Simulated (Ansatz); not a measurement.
# FeSi: the cost of one run

Method: DFT PBEsol, scalar-relativistic, plane waves, PAW, in Ansatz 0.2.0.

The COD entry's cell or inner coordinates are ideal or old and differ from later refinements, so a difference from it is no clean test against experiment.

## Step 1: The starting structure

The structure is cubic, space group P2_13 (No. 198). The conventional cell has a = 4.380 Å, b = 4.380 Å, c = 4.380 Å, α = 90.00°, β = 90.00°, γ = 90.00°. Fe (site symmetry 3) has 7 Si at 2.23 to 2.46 Å as nearest neighbours. Si (site symmetry 3) is surrounded by 7 Fe at 2.23 to 2.46 Å.

As a file:

```
Fe Si
1.0
     4.38000    0.00000    0.00000
     0.00000    4.38000    0.00000
     0.00000    0.00000    4.38000
Fe Si
4 4
Cartesian
  0.5980 0.5980 0.5980
  1.5920 3.7820 2.7880
  2.7880 1.5920 3.7820
  3.7820 2.7880 1.5920
  3.6897 3.6897 3.6897
  2.8803 0.6903 1.4997
  1.4997 2.8803 0.6903
  0.6903 1.4997 2.8803
```

The structure rests on an entry of the Crystallography Open Database; cell or positions may have been set otherwise for this series.

## Step 2: Relaxing the atoms: FeSi, no spin

input.yaml

```yaml
crystal:
  lattice:
    - [4.38, 0.0, 0.0]
    - [0.0, 4.38, 0.0]
    - [0.0, 0.0, 4.38]
  atoms:
    - { symbol: Fe, position: [0.13652, 0.13652, 0.13652] }
    - { symbol: Fe, position: [0.36348, 0.86348, 0.63652] }
    - { symbol: Fe, position: [0.63652, 0.36348, 0.86348] }
    - { symbol: Fe, position: [0.86348, 0.63652, 0.36348] }
    - { symbol: Si, position: [0.8424, 0.8424, 0.8424] }
    - { symbol: Si, position: [0.6576, 0.1576, 0.3424] }
    - { symbol: Si, position: [0.3424, 0.6576, 0.1576] }
    - { symbol: Si, position: [0.1576, 0.3424, 0.6576] }
scf:
  occupations: { method: fixed }
output:
  forces: true
  stress: true
  write_density: true
  write_potential: true
  elf: true
  volumetric_format: npy
hamiltonian:
  xc: pbesol
relax:
  f_tol: 0.003
kpoints:
  mp_grid: { grid: [8, 8, 8] }
```

Command:

```
ansatz run input.yaml --threads 4 --pin off --max-ram 8192MiB --backend cpu --events-out ev --progress --plain --runs-dir out
```

Q: Estimate wall time and peak memory on 4 threads of Arm Neoverse N1, shared host.

About 32 s, with a peak of 0.52 GiB.
